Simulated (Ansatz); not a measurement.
**Si: an axial (c/a) deformation path**

An exercise on one series of results from a longer session: the logs are not shown, and one member is left open.

Computed with Ansatz 0.2.0 (DFT r2SCAN, scalar-relativistic, plane waves, PAW, unless a step's input says otherwise).

## Starting point

The structure is hexagonal, space group P6/mmm (No. 191). Conventional cell: a = 2.621 Å, b = 2.621 Å, c = 2.466 Å, α = 90.00°, β = 90.00°, γ = 120.00°. Si (site symmetry 6/mmm) is surrounded by 8 Si at 2.47 to 2.62 Å.

Structure file:

```cif
data_structure
_symmetry_space_group_name_H-M 'P 1'
_symmetry_Int_Tables_number 1
_cell_length_a 2.6205
_cell_length_b 2.6205
_cell_length_c 2.4664
_cell_angle_alpha 90.000
_cell_angle_beta 90.000
_cell_angle_gamma 120.000
_cell_volume 14.67
loop_
_atom_site_label
_atom_site_type_symbol
_atom_site_fract_x
_atom_site_fract_y
_atom_site_fract_z
_atom_site_occupancy
Si1 Si 0.00000 0.00000 0.00000 1
```

It goes back to an entry of the Materials Project, which need not be the stable form.

The cell is taken as given, not relaxed at this level.

## Zero of energy

Reference values: F = -638.6280 eV; pressure 2.10 GPa; largest force 0.000 eV/Å; gap on the mesh none (metal). It was computed beforehand with the settings of the runs below.

The first run:

At fixed volume and fractional coordinates, lengths along (0.000, 0.000, 1.000) are scaled against those across it; ρ is that ratio over its starting value.

input.yaml reads:

```yaml
crystal:
  lattice:
    - [2.7664210749, 0.0, 0.0]
    - [-1.3832105375, 2.3957909284, 0.0]
    - [0.0, 0.0, 2.2131020013]
  atoms:
    - { symbol: Si, position: [0.0, 0.0, 0.0] }
basis:
  ecutwfc: 500
kpoints:
  mp_grid: { grid: [24, 24, 22] }
hamiltonian:
  xc: r2scan
scf:
  occupations: { method: gaussian, width: 0.15 }
output:
  forces: true
  stress: true
  eigenvalues: true
  write_density: true
  write_potential: true
  elf: true
  volumetric_format: npy
```

Started as:

```bash
$ ansatz run input.yaml --threads 1 --pin off --max-ram 2560MiB --backend cpu --events-out ev --progress --plain --runs-dir out
```

Among the steps run: ρ = 0.850; ρ = 1.200; Point ρ = 0.920; ρ = 1.100; ρ = 0.960; Point ρ = 1.050; At ρ = 0.800; At ρ = 1.300.

One of the session's tables, all rows but one given; the rest of the session is left out.

It belongs to the step «The scan collected». 

| ρ | ΔE (meV/atom) | pressure (GPa) |
| --- | --- | --- |
| 0.800 | 511.2 | 19.1 |
| 0.850 | 237.2 | 10.8 |
| 0.920 | 53.5 | 4.6 |
| 0.960 | ? | ? |
| 1.000 | 0.0 | 2.1 |
| 1.050 | 18.8 | 2.0 |
| 1.100 | 69.9 | 2.7 |
| 1.200 | 222.6 | 6.3 |
| 1.300 | 404.2 | 11.5 |

Estimate the missing values for ρ = 0.960.

Worked estimate for «ΔE (meV/atom)». A straight line through the neighbours (0.920, 53.5) and (1.000, 0.0) gives 53.5 + (0.0 − 53.5) × (0.960 − 0.920) / (1.000 − 0.920) = 26.8; a parabola fitted to 4 rows on both sides gives 8.4.

As computed: ΔE (meV/atom): 11.0; pressure (GPa): 2.9. In «ΔE (meV/atom)» the line misses by +15.8 and the parabola by -2.6.
